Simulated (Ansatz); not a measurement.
# C2H8NSbSi: the cost of one run

All numbers below are computed with Ansatz 0.2.0 (RKS PBE-D4/def2-SVP).

## 1. The structure to begin with

Bond lengths: C1–Si2 1.830 Å, Si2–Sb3 2.488 Å, Si2–C4 1.831 Å, C4–N5 1.249 Å, C1–H6 1.171 Å, C1–H7 1.135 Å, C1–H8 1.048 Å, Si2–H9 1.470 Å, Sb3–H10 1.749 Å, Sb3–H11 1.758 Å, C4–H12 1.134 Å, N5–H13 1.005 Å. Angles (14 of 19 angles, heavy atoms first): C1–Si2–Sb3 107.4°, C1–Si2–C4 111.7°, Sb3–Si2–C4 107.9°, Si2–C4–N5 126.3°, C1–Si2–H9 110.1°, Sb3–Si2–H9 108.8°, C4–Si2–H9 110.7°, Si2–C1–H6 108.7°, Si2–C1–H7 109.7°, Si2–C1–H8 112.2°, Si2–Sb3–H10 93.3°, Si2–Sb3–H11 92.6°, Si2–C4–H12 115.3°, N5–C4–H12 118.4°.

Structure file:

```xyz
13

C    -1.4785    0.6826    1.0851
Si   -0.0367    0.5880   -0.0376
Sb    1.9447   -0.0113    1.3420
C    -0.2511   -0.7119   -1.3087
N     0.5530   -0.9911   -2.2232
H    -2.4166    1.0076    0.4641
H    -1.3236    1.5178    1.8376
H    -1.6613   -0.2267    1.5739
H     0.2023    1.8956   -0.6651
H     2.9259   -0.3973   -0.0536
H     1.4040   -1.6724    1.5385
H    -1.2375   -1.2691   -1.2703
H     1.3959   -0.4464   -2.2682
```

## 2. End point A

The input, input.yaml:

```yaml
crystal:
  periodic: [false, false, false]
  atoms:
    - { symbol: C, position_ang: [-1.4785, 0.6826, 1.0851] }
    - { symbol: Si, position_ang: [-0.0367, 0.588, -0.0376] }
    - { symbol: Sb, position_ang: [1.9447, -0.0113, 1.342] }
    - { symbol: C, position_ang: [-0.2511, -0.7119, -1.3087] }
    - { symbol: "N", position_ang: [0.553, -0.9911, -2.2232] }
    - { symbol: H, position_ang: [-2.4166, 1.0076, 0.4641] }
    - { symbol: H, position_ang: [-1.3236, 1.5178, 1.8376] }
    - { symbol: H, position_ang: [-1.6613, -0.2267, 1.5739] }
    - { symbol: H, position_ang: [0.2023, 1.8956, -0.6651] }
    - { symbol: H, position_ang: [2.9259, -0.3973, -0.0536] }
    - { symbol: H, position_ang: [1.404, -1.6724, 1.5385] }
    - { symbol: H, position_ang: [-1.2375, -1.2691, -1.2703] }
    - { symbol: H, position_ang: [1.3959, -0.4464, -2.2682] }
basis:
  gaussian: { orbitals: def2-SVP }
hamiltonian:
  xc: pbe
  dispersion: d4
relax:
  f_tol: 0.015
  max_steps: 40
```

Started as:

```sh
$ ansatz run input.yaml --threads 2 --pin off --max-ram 3072MiB --backend cpu --events-out ev --progress --plain --runs-dir out
```

What time and memory should one allow on 2 threads of Arm Neoverse V1, shared host?

About 1.7 min, with a peak of 0.16 GiB.
